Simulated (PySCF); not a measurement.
**[NdI4]−: other functionals and bases at one geometry**

One table from this session's results is given with a row withheld; the runs are named, their logs left out.

The runs use PySCF 2.14.0; several levels, as the steps say, no spin–orbit coupling.

1 further run of the same task is left out (for a known fault of the program). Runs told in other sessions of the task aren't counted.

## The starting structure

5 atoms, charge -1, spin multiplicity 1.

Bond lengths: Nd1–I2 2.971 Å, Nd1–I3 2.971 Å, Nd1–I4 2.971 Å, Nd1–I5 2.971 Å. Angles: I2–Nd1–I3 109.5°, I2–Nd1–I4 109.5°, I2–Nd1–I5 109.5°, I3–Nd1–I4 109.5°, I3–Nd1–I5 109.5°, I4–Nd1–I5 109.5°.

As a file:

```xyz
5

Nd    0.00000    0.00000    0.00000
I     1.71520    1.71520    1.71520
I    -1.71520   -1.71520    1.71520
I     1.71520   -1.71520   -1.71520
I    -1.71520    1.71520   -1.71520
```

Formal oxidation states: Nd +3. Each metal's 3 4f electrons lie in its core potential, so multiplicities, spins and levels count the valence alone. An earlier session relaxed this geometry at PBE0, Nd lcecp-1-SVP with ECP49, I def2-SVP with ECP28 (singlet, point group Td).

At PBE0 on the finer grid: E = -1225.211197 Eh, HOMO -3.92 eV, LUMO 1.94 eV, Mulliken charge on Nd1 +0.88 e, largest force component 0.001 eV/Å. 

Levels to run: HF; BP86; PBE0, TZVP. Hardware: 4 threads of Intel Xeon at 2.70GHz, shared host.

Set-up of the first run:

The input, run.py (the lines that set the calculation):

```python
mol = gto.M(atom='''
Nd     0.00000     0.00000     0.00000
I      1.71520     1.71520     1.71520
I     -1.71520    -1.71520     1.71520
I      1.71520    -1.71520    -1.71520
I     -1.71520     1.71520    -1.71520''',
    basis={'Nd': 'lcecp-1-SVP', 'I': 'def2-SVP'},
    ecp={'Nd': 'lcecp-1-SVP', 'I': 'def2-SVP'},
    charge=-1, spin=0)
mf = scf.RHF(mol)
mf = mf.density_fit()  # fitting sets: Nd AutoAux, I def2-universal-JKFIT
mf.conv_tol = 1e-08; mf.max_cycle = 55
mf.kernel(dm0)  # dm0: the density of the relaxed state
```

The run is started by

```bash
$ OMP_NUM_THREADS=4 python run.py
```

Steps of the session up to this table: HF; BP86; PBE0, TZVP.

One of the session's tables, all rows but one given; the rest of the session is left out.

| level | HOMO (eV) | gap (eV) | charge on Nd1 (e) | largest force component (eV/Å) |
| --- | --- | --- | --- | --- |
| PBE0 (relaxed here) | -3.92 | 5.87 | 0.88 | 0.00 |
| HF | -6.38 | 11.02 | 1.32 | 0.32 |
| BP86 | ? | ? | ? | ? |
| PBE0, TZVP | -4.03 | 5.88 | 1.37 | 0.00 |

Estimate the missing values for BP86.

As computed: HOMO (eV): -2.89; gap (eV): 4.08; charge on Nd1 (e): 0.68; largest force component (eV/Å): 0.06. In the column «HOMO (eV)» it is the highest.

In one basis the HOMO–LUMO gap runs from 4.08 eV (BP86) to 11.02 eV (HF). The largest leftover force, 0.32 eV/Å with HF, stands at a geometry relaxed at another level. With 4f in the core, its levels are missing from HOMO and gap, and its count is fixed, so no charge can pass from the ligands into it. Total energies of different levels can't be compared.
